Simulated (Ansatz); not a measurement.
This script drives Ansatz's Python interface.

The script, `freq_ch4brfsi.py`:
```python
'''Vibrations of CH4BrFSi.'''

import itertools

import ansatz as az
from ase import Atoms
from ase.data import atomic_numbers, covalent_radii
from ase.thermochemistry import IdealGasThermo
import numpy as np


def main() -> None:
    system = (
        az.Crystal.molecule()
        .atom('F', [-1.7498, 0.6801, -0.6829])
        .atom('Si', [-0.2975, 0.8447, -0.1524])
        .atom('C', [0.2868, -0.8014, 0.3377])
        .atom('Br', [0.5822, -1.9663, -1.1984])
        .atom('H', [0.5567, 1.4609, -1.2207])
        .atom('H', [-0.304, 1.7828, 1.0151])
        .atom('H', [-0.3317, -1.3145, 1.042])
        .atom('H', [1.3495, -0.7435, 0.8039])
    )

    setup = (
        system.calculation()
        .basis(gaussian='def2-SVP')
        .functional('pbe')
    )
    symbols = [site.symbol for site in system.cartesian_sites]
    start = np.array([site.position_ang for site in system.cartesian_sites], dtype=float)
    rep = setup.relax(force_tolerance=0.003).run(threads=1, backend='cpu').report
    end = np.array(rep['positions_ang'])

    # pairs closer than 1.2 times the sum of covalent radii, before or after
    radius = [covalent_radii[atomic_numbers[s]] for s in symbols]
    span = lambda where, i, j: np.linalg.norm(where[i] - where[j])
    bonded = [(i, j) for i, j in itertools.combinations(range(len(symbols)), 2) if min(span(start, i, j), span(end, i, j)) < 1.2 * (radius[i] + radius[j])]
    print('pair        before    after (A)')
    for i, j in bonded:
        print(f'{symbols[i]}{i}-{symbols[j]}{j}'.ljust(10), f'{span(start, i, j):8.4f} {span(end, i, j):8.4f}')
    for first, second in list(itertools.combinations(bonded, 2)):
        shared = set(first) & set(second)
        if shared and symbols[(j := shared.pop())] != 'H':
            i, k = sorted((set(first) | set(second)) - {j})
            u, v = end[i] - end[j], end[k] - end[j]
            angle = np.degrees(np.arccos(np.clip(u @ v / np.linalg.norm(u) / np.linalg.norm(v), -1, 1)))
            print(f'final angle {symbols[i]}{i}-{symbols[j]}{j}-{symbols[k]}{k}: {angle:.2f} deg')

    # frequencies need a stationary point, so they are taken at the relaxed geometry
    minimum = az.Crystal.molecule()
    for symbol, place in zip(symbols, end):
        minimum = minimum.atom(symbol, place.tolist())
    vibrating = minimum.calculation()
    vibrating = vibrating.basis(gaussian='def2-SVP').functional('pbe')
    vibrating = vibrating.phonons(temperatures=(100, 500, 100))
    vib = vibrating.run(threads=1, backend='cpu').report['vibrations']
    sums = vib['harmonic_sums']
    modes = [m['omega_inv_cm'] for m in sums['modes_at_gamma'] if m['rigid_motion'] == 'no']
    for number, w in enumerate(modes, start=1):
        print(f'mode {number:2d} {w:9.1f} 1/cm {w / 8065.544 * 1000:8.2f} meV')
    print('imaginary modes:', sum(w < 0 for w in modes), ' zero-point energy:', round(sums['zero_point_energy_ev'], 4), 'eV')
    # rigid rotor and ideal gas, symmetry number taken as one
    gas = IdealGasThermo(vib_energies=[w / 8065.544 for w in modes if w > 0], geometry='linear' if len(modes) == 3 * len(symbols) - 5 else 'nonlinear',
                         atoms=Atoms(symbols, positions=end), symmetrynumber=1, spin=0.0)
    print(f'H(298 K) - E = {gas.get_enthalpy(298.15, verbose=False):.4f} eV')
    print(f'S(298 K, 1 bar) = {96485.33 * gas.get_entropy(298.15, 1e5, verbose=False):.1f} J/(mol K) with symmetry number 1')


if __name__ == '__main__':
    main()
```

It is started by `python freq_ch4brfsi.py`. How long does it take on 1 thread of Arm Neoverse V1, with other jobs on the host, and how much memory does it need?

It took about 2.1 min, with a peak of 0.27 GiB, for 2 runs of the engine.

Running `python freq_ch4brfsi.py` prints:
```text
pair        before    after (A)
F0-Si1       1.5549   1.6379
Si1-C2       1.8142   1.8878
Si1-H4       1.5002   1.4975
Si1-H5       1.4977   1.5039
C2-Br3       1.9503   1.9635
C2-H6        1.0686   1.1078
C2-H7        1.1619   1.1088
final angle F0-Si1-C2: 109.53 deg
final angle F0-Si1-H4: 108.88 deg
final angle F0-Si1-H5: 107.81 deg
final angle C2-Si1-H4: 110.33 deg
final angle C2-Si1-H5: 108.52 deg
final angle Si1-C2-Br3: 111.30 deg
final angle Si1-C2-H6: 111.90 deg
final angle Si1-C2-H7: 110.93 deg
final angle H4-Si1-H5: 111.71 deg
final angle Br3-C2-H6: 107.15 deg
final angle Br3-C2-H7: 107.20 deg
final angle H6-C2-H7: 108.14 deg
mode  1      68.4 1/cm     8.48 meV
mode  2     138.5 1/cm    17.17 meV
mode  3     248.9 1/cm    30.86 meV
mode  4     480.2 1/cm    59.54 meV
mode  5     598.0 1/cm    74.14 meV
mode  6     674.4 1/cm    83.61 meV
mode  7     715.6 1/cm    88.72 meV
mode  8     743.3 1/cm    92.16 meV
mode  9     840.9 1/cm   104.26 meV
mode 10     897.2 1/cm   111.23 meV
mode 11     934.7 1/cm   115.89 meV
mode 12    1035.1 1/cm   128.33 meV
mode 13    1105.8 1/cm   137.10 meV
mode 14    1343.8 1/cm   166.60 meV
mode 15    2170.6 1/cm   269.12 meV
mode 16    2207.4 1/cm   273.68 meV
mode 17    3011.2 1/cm   373.34 meV
mode 18    3085.5 1/cm   382.55 meV
imaginary modes: 0  zero-point energy: 1.2584 eV
H(298 K) - E = 1.4404 eV
S(298 K, 1 bar) = 333.0 J/(mol K) with symmetry number 1
```

The frequencies are harmonic and unscaled, in a modest basis. The result belongs to the one conformer reached from this start, and soft torsions count as harmonic oscillators. The entropy takes a symmetry number of 1; a symmetric molecule's is lower by R ln(sigma).

(A comment or docstring line of the script was reworded after the run, the code is as it ran; lines on the test bed's own set-up are left out of the output.)
